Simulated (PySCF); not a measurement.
# H8S2Si3: the cost of one run

The runs use PySCF 2.14.0, with density-fitted response routines of our own; the level of theory stands in each step. All values are computed, except where a source is named. Atoms are numbered from 0 throughout.

## (1) The molecule as given

13 atoms, charge 0, multiplicity 1; geometry from: GFN2-xTB. The atoms were then displaced at random by about 0.01 Å, so the start is not that level's minimum.

Bonds of the start (Å): Si0–S1 2.15, S1–Si2 2.18, Si2–Si3 2.30, Si2–S4 2.15, Si0–H5 1.49, Si0–H6 1.45, Si0–H7 1.43, Si2–H8 1.49, Si3–H9 1.50, Si3–H10 1.47, Si3–H11 1.45, S4–H12 1.30.

## (2) Optimising the geometry at PBE0-D3(BJ)/def2-SVP

Job settings and geometry (Å):

```
{"job": {"xc": "PBE0", "basis": "def2-SVP", "d3": "d3bj", "grid": 1, "shake": 0.01, "kind": "geom"}, "charge": 0, "multiplicity": 1}
Si     2.481660     0.413830    -0.161080
S      1.006840    -0.707640    -1.243250
Si    -0.675920    -0.881290     0.134150
Si    -1.758440     1.112000     0.511780
S     -1.948130    -2.336000    -0.810670
H      1.834760     1.714060     0.185370
H      3.561150     0.562740    -1.112800
H      2.839010    -0.301390     1.026960
H     -0.090580    -1.563680     1.322780
H     -2.929920     0.854990     1.410460
H     -2.292910     1.731990    -0.704070
H     -0.895780     2.069060     1.185170
H     -1.125910    -2.685570    -1.755110
```

Launch:

```console
$ OMP_NUM_THREADS=1 python probes_run.py task.json out
```

One launch serves the whole session: the jobs run in the order shown.

**Question.** How long does this first job take on 1 thread of Arm Neoverse V2, shared host, and how much memory does it need?

About 1.7 min, with a peak of 0.56 GiB.
